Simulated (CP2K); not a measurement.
Runs of CP2K 2026.2 on BiTe. It takes space group R-3m (No. 166, trigonal). Conventional cell: a = 4.845 Å, b = 4.845 Å, c = 9.952 Å, α = 90.00°, β = 90.00°, γ = 120.00°. Bi (site symmetry -3m) has 6 Te at 3.25 Å as nearest neighbours. Te (site symmetry -3m) has 6 Bi at 3.25 Å as nearest neighbours. The cell comes from a database or a generator and needn't be the stable form of this composition.

| task | level | potentials or basis | cell | k mesh | smearing | EPS_DEFAULT | k points reduced by the point group | NGRIDS | points a segment of the path (NPOINTS) | bands added on the path | gap on the mesh (eV) | pressure (GPa) | V0 of scaled cells (Å³/atom) | relaxed volume (Å³/atom) | B0 (GPa) |
| --- | --- | --- | --- | --- | --- | --- | --- | --- | --- | --- | --- | --- | --- | --- | --- |
| band structure | r2SCAN | POTENTIAL_UZH Bi GTH-SCAN-q5, Te GTH-SCAN-q6; TZVP-MOLOPT-SCAN-GTH basis | as given | 7 × 7 × 7 | fermi-dirac 0.1 eV | 1.0E-10 | yes | 4 | 8 | 6 | none | -1.2 | - | - | - |
| single point | PBEsol | POTENTIAL_UZH Bi GTH-PBE-q5, Te GTH-PBE-q6; TZVP-MOLOPT-PBE-GTH basis | as given | 7 × 7 × 7 | fermi-dirac 0.05 eV | 1.0E-10 | yes | 4 | - | - | none | -0.5 | - | - | - |
| equation of state | PBEsol | POTENTIAL_UZH Bi GTH-PBE-q5, Te GTH-PBE-q6; TZVP-MOLOPT-PBE-GTH basis | as given | 7 × 7 × 7 | fermi-dirac 0.05 eV | 1.0E-10 | yes | 5 | - | - | - | - | (c) | - | 52 |
| band structure | LDA | GTH_POTENTIALS Bi GTH-PADE-q5, Te GTH-PADE-q6; TZVP-MOLOPT-PBE-GTH basis | as given | 7 × 7 × 7 | fermi-dirac 0.05 eV | 1.0E-9 | yes | 5 | 8 | 2 | none | -3.0 | - | - | - |
| equation of state | PBE | POTENTIAL_UZH Bi GTH-PBE-q5, Te GTH-PBE-q6; TZVP-MOLOPT-PBE-GTH basis | as given | 7 × 7 × 7 | fermi-dirac 0.05 eV | 1.0E-10 | yes | 4 | - | - | - | - | 34.23 | - | (a) |
| relaxation of cell and atoms | PBEsol | POTENTIAL_UZH Bi GTH-PBE-q5, Te GTH-PBE-q6; TZVP-MOLOPT-PBE-GTH basis | relaxed | 5 × 5 × 5 | fermi-dirac 0.0259 eV | 1.0E-9 | - | 5 | - | - | none | 0.0 | - | (b) | - |
| band structure | PBEsol | POTENTIAL_UZH Bi GTH-PBE-q5, Te GTH-PBE-q6; TZVP-MOLOPT-PBE-GTH basis | as given | 7 × 7 × 7 | fermi-dirac 0.05 eV | 1.0E-9 | yes | 5 | 8 | 4 | none | -0.5 | - | - | - |
| relaxation of cell and atoms | LDA | GTH_POTENTIALS Bi GTH-PADE-q5, Te GTH-PADE-q6; TZVP-MOLOPT-PBE-GTH basis | relaxed | 5 × 5 × 5 | fermi-dirac 0.05 eV | 1.0E-9 | - | 4 | - | - | none | 0.0 | - | 31.68 | - |

Alike in all rows: no spin polarisation.

Q: Estimate the missing entries.

A: (a) 47; (b) 33.27; (c) 33.41.

Caveats: with these potentials and basis sets, volumes of gold and of layered tellurides can stand 1.5 % and more from those of plane-wave programs; spin-orbit coupling is left out, which moves the levels of the heavy elements; the basis of atomic orbitals isn't converged, which shifts pressures, moduli and gaps; the potentials were made for another functional, which shifts forces and pressure (some runs); the cell was scaled at fixed shape and fractional positions, which overstates the stiffness of a crystal with free parameters, most of all of layers and chains (some runs).

A k mesh can miss the band edges, and the runs leave out spin-orbit coupling on Bi, Te.

A gap of «none» marks a metal or a gap under the smearing width.

Not every run made on this cell is shown here.
